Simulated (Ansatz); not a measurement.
# Rb2V: the cost of one run

Program: Ansatz 0.2.0. Level of theory: DFT PBE, scalar-relativistic, plane waves, PAW. These are calculated values, not measurements.

The COD entry's cell or inner coordinates are ideal or old and differ from later refinements, so a difference from it is no clean test against experiment.

### Step 1. The structure to begin with

Symmetry: Pn-3m, No. 224, cubic system. The conventional cell has a = 5.987 Å, b = 5.987 Å, c = 5.987 Å, α = 90.00°, β = 90.00°, γ = 90.00°. Around Rb (site symmetry -3m) lie 2 V at 2.59 Å. V (site symmetry -43m) is surrounded by 4 Rb at 2.59 Å.

Structure file:

```cif
data_structure
_symmetry_space_group_name_H-M 'P 1'
_symmetry_Int_Tables_number 1
_cell_length_a 5.9869
_cell_length_b 5.9869
_cell_length_c 5.9869
_cell_angle_alpha 90.000
_cell_angle_beta 90.000
_cell_angle_gamma 90.000
_cell_volume 214.59
loop_
_atom_site_label
_atom_site_type_symbol
_atom_site_fract_x
_atom_site_fract_y
_atom_site_fract_z
_atom_site_occupancy
Rb1 Rb 0.25000 0.25000 0.25000 1
Rb2 Rb 0.25000 0.75000 0.75000 1
Rb3 Rb 0.75000 0.75000 0.25000 1
Rb4 Rb 0.75000 0.25000 0.75000 1
V1 V 0.00000 0.00000 0.00000 1
V2 V 0.50000 0.50000 0.50000 1
```

(A quick probe on a coarse mesh, which set the mesh and smearing, is not shown.)

### Step 3. Coarse relaxation

input.yaml

```yaml
crystal:
  lattice:
    - [5.9869063083, 0.0, 0.0]
    - [0.0, 5.9869063083, 0.0]
    - [0.0, 0.0, 5.9869063083]
  atoms:
    - { symbol: Rb, position: [0.25, 0.25, 0.25], spin: 0.12 }
    - { symbol: Rb, position: [0.25, 0.75, 0.75], spin: 0.12 }
    - { symbol: Rb, position: [0.75, 0.75, 0.25], spin: 0.12 }
    - { symbol: Rb, position: [0.75, 0.25, 0.75], spin: 0.12 }
    - { symbol: V, position: [0.0, 0.0, 0.0], spin: 3.53 }
    - { symbol: V, position: [0.5, 0.5, 0.5], spin: 3.53 }
basis:
  ecutwfc: 420
kpoints:
  mp_grid: { grid: [4, 4, 4] }
hamiltonian:
  xc: pbe
scf:
  occupations: { method: gaussian, width: 0.1 }
  lower_state_search: "off"
output:
  forces: true
  stress: true
  eigenvalues: true
  populations: true
magnetization:
  spin_polarized: true
relax:
  adjacent_minimum: "off"
  f_tol: 0.04
  max_steps: 70
  cell: { stress_tol: 0.4 }
```

Run with:

```sh
$ ansatz run input.yaml --threads 1 --pin off --max-ram 2560MiB --backend cpu --events-out ev --progress --plain --runs-dir out
```

What time and memory should one allow on 1 thread of Intel Xeon Platinum 8375C at 2.90GHz (Ice Lake), shared host?

About 3.1 min, with a peak of 0.85 GiB.
